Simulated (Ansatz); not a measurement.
**ZrP2O2: from a guess to a relaxed structure**

Where does this trial cell of ZrP2O2 go when cell and atoms are let free?

Method: DFT PBE+D3(BJ), scalar-relativistic, plane waves, PAW, in Ansatz 0.2.0.

## 1. The structure to begin with

It takes space group P-3m1 (No. 164, trigonal). Conventional cell: a = 3.376 Å, b = 3.376 Å, c = 8.744 Å, α = 90.00°, β = 90.00°, γ = 120.00°. Around Zr (site symmetry -3m) lie 6 O at 2.16 Å. P (site symmetry 3m) has 3 P at 2.26 Å as nearest neighbours. O (site symmetry 3m) is surrounded by 3 Zr at 2.16 Å.

Structure file:

```
CELL_PARAMETERS angstrom
3.37609 0.00000 0.00000
-1.68804 2.92378 0.00000
0.00000 0.00000 8.74383
ATOMIC_POSITIONS crystal
Zr 0.00000 0.00000 0.50000
P 0.66667 0.33333 0.06487
P 0.33333 0.66667 0.93513
O 0.33333 0.66667 0.60575
O 0.66667 0.33333 0.39425
```

A structure generator made this guess: two kinds of sheet stacked in turn (P-3m1, No. 164). Its size is a rough estimate.

## 2. Probe: one point on a coarse mesh

input.yaml reads:

```yaml
crystal:
  lattice:
    - [3.37608961, 0.0, 0.0]
    - [-1.6880448, 2.92377936, 0.0]
    - [0.0, 0.0, 8.74382569]
  atoms:
    - { symbol: Zr, position: [0.0, 0.0, 0.5] }
    - { symbol: P, position: [0.66666667, 0.33333333, 0.06487154] }
    - { symbol: P, position: [0.33333333, 0.66666667, 0.93512846] }
    - { symbol: O, position: [0.33333333, 0.66666667, 0.60575318] }
    - { symbol: O, position: [0.66666667, 0.33333333, 0.39424682] }
basis:
  ecutwfc: 420
kpoints:
  mp_grid: { grid: [6, 6, 2] }
hamiltonian:
  xc: pbe
  dispersion: d3bj
scf:
  occupations: { method: gaussian, width: 0.1 }
  lower_state_search: "off"
output:
  forces: true
  stress: true
  eigenvalues: true
```

On the command line:

```sh
$ ansatz run input.yaml --threads 1 --pin off --max-ram 2048MiB --backend cpu --events-out ev --progress --plain --runs-dir out
```

The session goes on with these runs: rough relaxation on the coarse mesh; final relaxation.

What does the calculation give? Wanted: conventional cell; volume; energy over the elements; gap on the mesh.

**Answer**, as computed:

| quantity | value |
| --- | --- |
| symmetry at the end (tolerance 0.02 Å) | space group P-3m1 (No. 164) |
| conventional cell | a = 3.257 Å, b = 3.257 Å, c = 10.058 Å, α = 90.00°, β = 90.00°, γ = 120.00° |
| volume | 18.48 Å³/atom |
| energy over the elements (uncorrected; H, N, O, F and Cl as molecules), black P | -1.87 eV/atom |
| gap on the mesh | 1.85 eV |

**Reading.** The space group P-3m1 (No. 164) is kept, and the volume per atom grows by 7.1 % from the first guess. A negative formation energy is needed for stability but isn't enough; other structures and compounds were not set against it here. No finished test with a distortion of lower symmetry is shown, so the end may be a saddle point.
